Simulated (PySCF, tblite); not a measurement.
# C₆H₉FSi: geometry, infrared bands and NMR shifts

Wanted: the infrared bands and NMR shifts of C₆H₉FSi (`CC[Si@@H]1C=CC=C1F`), by calculation.

Computed with tblite 0.8.0 and PySCF 2.14.0, with density-fitted response routines of our own, on a single molecule in the gas phase. Atoms count from 0, in the outputs and in this text.

### Step 1. The molecule as given

17 atoms, charge 0, multiplicity 1; geometry from: force field or distance geometry start.

Bonds of the start (Å): C0–C1 1.54, C1–Si2 1.83, Si2–C3 1.85, C3–C4 1.30, C4–C5 1.41, C5–C6 1.31, C6–F7 1.36, C6–Si2 1.87, C0–H8 1.11, C0–H9 1.10, C0–H10 1.09, C1–H11 1.10, C1–H12 1.13, Si2–H13 1.46, C3–H14 1.08, C4–H15 1.12, C5–H16 1.12.

### Step 2. Geometry optimisation with GFN2-xTB

Job settings and geometry (Å):

```
{"job": {"kind": "relax", "xc": "GFN2-xTB", "basis": "xTB"}, "charge": 0, "multiplicity": 1}
C      2.567500     0.453600    -0.226400
C      1.340200    -0.308700    -0.751200
Si     0.043100    -0.316700     0.536700
C     -1.401600    -1.393600     0.119800
C     -2.457600    -0.649000     0.012400
C     -2.294200     0.736200     0.190900
C     -1.089600     1.165400     0.473900
F     -0.647300     2.430700     0.710000
H      2.386500     0.717600     0.838900
H      2.782400     1.332400    -0.853700
H      3.441900    -0.194300    -0.241600
H      0.984900     0.088000    -1.717800
H      1.715800    -1.360400    -0.904400
H      0.510600    -0.585000     1.891500
H     -1.308900    -2.465400     0.028500
H     -3.448600    -1.111100    -0.230000
H     -3.132100     1.472200     0.112700
```

Launch:

```
OMP_NUM_THREADS=1 python probes_run.py task.json out
```

The driver reads the jobs from task.json and runs them one after another.

**Question.** This job is followed by: GFN2-xTB harmonic vibrations, gas phase; GIAO PBE0/pcSseg-1 NMR shielding, non-relativistic, gas phase. Predict these results of the whole session: strongest single infrared mode (GFN2-xTB); zero-point energy (GFN2-xTB); 13C shifts against TMS (PBE0/pcSseg-1); 1H shifts against TMS (PBE0/pcSseg-1, means over atoms taken as alike); 29Si shifts against TMS (PBE0/pcSseg-1); 19F shifts against CFCl3 (PBE0/pcSseg-1).

The runs gave:

| quantity | value |
| --- | --- |
| strongest single infrared mode (GFN2-xTB) | 2241 cm⁻¹, 308 km/mol |
| zero-point energy (GFN2-xTB) | 81.3 kcal/mol |
| 13C shifts against TMS (PBE0/pcSseg-1) | 191.5, 153.4, 129.6, 124.2, 10.7, 7.7 ppm |
| 1H shifts against TMS (PBE0/pcSseg-1, means over atoms taken as alike) | 7.03, 6.40, 5.56, 4.62, 1.35, 1.12, 0.98 ppm |
| 29Si shifts against TMS (PBE0/pcSseg-1) | -33.0 ppm |
| 19F shifts against CFCl3 (PBE0/pcSseg-1) | -121.1 ppm |

**Reading.** The optimisation took 87 steps and gained 0.658 eV; among the close pairs (by a distance rule), C1–Si2 changed most, from 1.828 to 1.903 Å. No mode is imaginary among the 45: a minimum at this level. The strongest single mode, at 2241 cm⁻¹, moves mainly H13. GFN2-xTB is a fitted tight-binding method: band positions and strengths are rough. Its intensities can rank the bands wrongly. At PBE0/pcSseg-1: Shielding is most anisotropic at F7 (span 303 ppm, paramagnetic term -183 ppm).
